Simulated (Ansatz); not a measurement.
Predict the output of the script below (Ansatz 0.2.0, Python API).

`c2h4br_scan.py`:
```python
# -*- coding: utf-8 -*-
"""Potential curve of C2H4Br along one bond."""

import ansatz as az
import numpy as np

c2h4br = (
    az.Crystal.molecule()
    .atom("C", [-0.6496, -0.1853, 0.0548])
    .atom("C", [0.6504, 0.3341, -0.5342])
    .atom("Br", [2.1601, -0.6291, 0.2048])
    .atom("H", [-0.6541, -0.0434, 1.1562])
    .atom("H", [-1.5028, 0.3707, -0.3863])
    .atom("H", [-0.7647, -1.2641, -0.1799])
    .atom("H", [0.7607, 1.4171, -0.3154])
)

symbols = [site.symbol for site in c2h4br.cartesian_sites]
start = np.array([site.position_ang for site in c2h4br.cartesian_sites])
axis = (start[1] - start[0]) / np.linalg.norm(start[1] - start[0])
moving = [1, 2, 6]
lengths, energies = [1.337, 1.397, 1.458, 1.519, 1.58, 1.64, 1.701, 1.792], []
for length in lengths:
    xyz = start.copy()
    xyz[moving] += (length - np.linalg.norm(start[1] - start[0])) * axis
    point = az.Crystal.molecule()
    for symbol, xyz in zip(symbols, xyz):
        point = point.atom(symbol, xyz.tolist())
    model = point.calculation()
    model = model.basis(gaussian="def2-SVP")
    model = model.functional("r2scan")
    model = model.spin("collinear", total=1)
    report = model.run(threads=1).report
    energies.append(report["free_energy_ev"])
    print(f"r = {length:6.3f} A  E = {energies[-1]:.5f} eV  <S^2> = {abs(report['mean_field']['state']['spin_squared']):.3f}")

# quartic fit about the minimum
fit = np.polynomial.Polynomial.fit(lengths, np.array(energies) - min(energies), 4).convert()
roots = [r.real for r in fit.deriv().roots() if abs(r.imag) < 1e-9 and fit.deriv(2)(r.real) > 0]
r_e = min(roots, key=lambda r: abs(r - lengths[int(np.argmin(energies))]))
print(f"minimum of the fit at {r_e:.4f} A, force constant {fit.deriv(2)(r_e):.2f} eV/A^2")
```

```console
$ python c2h4br_scan.py
r =  1.337 A  E = -72171.71239 eV  <S^2> = 0.755
r =  1.397 A  E = -72172.05258 eV  <S^2> = 0.755
r =  1.458 A  E = -72172.21294 eV  <S^2> = 0.755
r =  1.519 A  E = -72172.23639 eV  <S^2> = 0.755
r =  1.580 A  E = -72172.16093 eV  <S^2> = 0.755
r =  1.640 A  E = -72172.01805 eV  <S^2> = 0.755
r =  1.701 A  E = -72171.82433 eV  <S^2> = 0.756
r =  1.792 A  E = -72171.47838 eV  <S^2> = 0.756
minimum of the fit at 1.5002 A, force constant 29.60 eV/A^2
```

Notes:
- The settings weren't tested for convergence.
- The rest of the molecule is held rigid at a force-field or estimated start geometry, and the basis set is modest; single-reference methods fail as a bond breaks.
- The species is open-shell (spin multiplicity 2).
- Spin-orbit coupling of the heavy open-shell atom is left out.
- Run time: 50 s on 1 thread of Arm Neoverse V1, on a shared host, peak memory 0.24 GiB.

(A comment or docstring line of the script was reworded after the run, the code is as it ran; lines on the test bed's own set-up are left out of the output.)
